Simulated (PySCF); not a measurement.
# WNBr: relaxation and vibrations of the triplet

Where does triplet WNBr go from a bent start, is the end point a minimum, and what are its modes, charges and moments?

Computed with PySCF 2.14.0. Level: PBE0, basis W def2-TZVP with ECP60, N def2-TZVP, Br def2-TZVP, scalar-relativistic core potentials, no spin–orbit coupling, density fitting.

## 1. The starting structure

3 atoms, charge 0, spin multiplicity 3.

Bond lengths: W1–N2 1.800 Å, W1–Br3 2.510 Å. Angles: N2–W1–Br3 110.0°.

Z-matrix (Å, degrees; charge 0 multiplicity 3):
```
W
N  1 1.8000
Br 1 2.5100 2 110.00
```

## 2. The SCF at the typed geometry

The steps below are one call of a driver around PySCF. For each, scf.py gives the equivalent set-up of the SCF; relaxations use the driver's own optimiser. After this first run the driver tries any further starts and a stability analysis.

The input, scf.py:

```python
from pyscf import gto, scf, dft
mol = gto.M(atom='''
W      0.000000     0.000000     0.000000
N     -1.474500     0.000000     1.032400
Br     2.056100     0.000000     1.439700''',
    basis={'W': 'def2-TZVP', 'N': 'def2-TZVP', 'Br': 'def2-TZVP'},
    ecp={'W': 'def2-TZVP'},
    charge=0, spin=2)
mf = dft.UKS(mol, xc='PBE0')
mf.grids.atom_grid = (50, 194)
aux = {'W': 'def2-universal-JKFIT', 'N': 'def2-universal-JKFIT', 'Br': 'def2-universal-JKFIT'}
mf = mf.density_fit(auxbasis=aux)
mf.conv_tol = 1e-08
mf.diis_space = 10
mf.max_cycle = 60
mf.init_guess = 'minao'
mf.verbose = 4
mf.kernel()
```

On the command line:

```bash
OMP_NUM_THREADS=4 python axn.py task.json out
```

Further steps of the session: Relaxation: bent start, triplet; Hessian and properties.

What does the calculation give? Wanted: minimum; geometry; wavenumbers; dipole moment; highest occupied, lowest empty level; polar-tensor charge of W1; zero-point energy; atomisation energy; ⟨S²⟩.

As calculated:

```
                                          quantity                                     value
                                           minimum                               triplet, Cs
                                          geometry  W–Br 2.419 Å, W–N 1.654 Å; Br–W–N 108.6°
                                wavenumbers (cm⁻¹)             197 (a'), 271 (a'), 1135 (a')
                                     dipole moment                                    4.29 D
highest occupied, lowest empty level (either spin)                           -6.63, -3.54 eV
                         polar-tensor charge of W1                                   +1.07 e
                                 zero-point energy                                9.6 kJ/mol
                               entropy at 298.15 K                           315.8 J/(mol K)
         atomisation energy (no zero-point energy)                                964 kJ/mol
                                              ⟨S²⟩                                     2.042
```

In words: The molecule stays Cs, as typed, and the end point is a minimum. In the infrared the band at 1135 cm⁻¹ (a', stretch) leads. Most of the spin sits on W1 (Mulliken spin 2.34, against 2 for the whole molecule). Only this shape and spin were tried, so other structures or states may lie lower. One determinant may miss the lowest occupation of an open d or f shell. Spin–orbit coupling, left out here, can matter for elements this heavy.
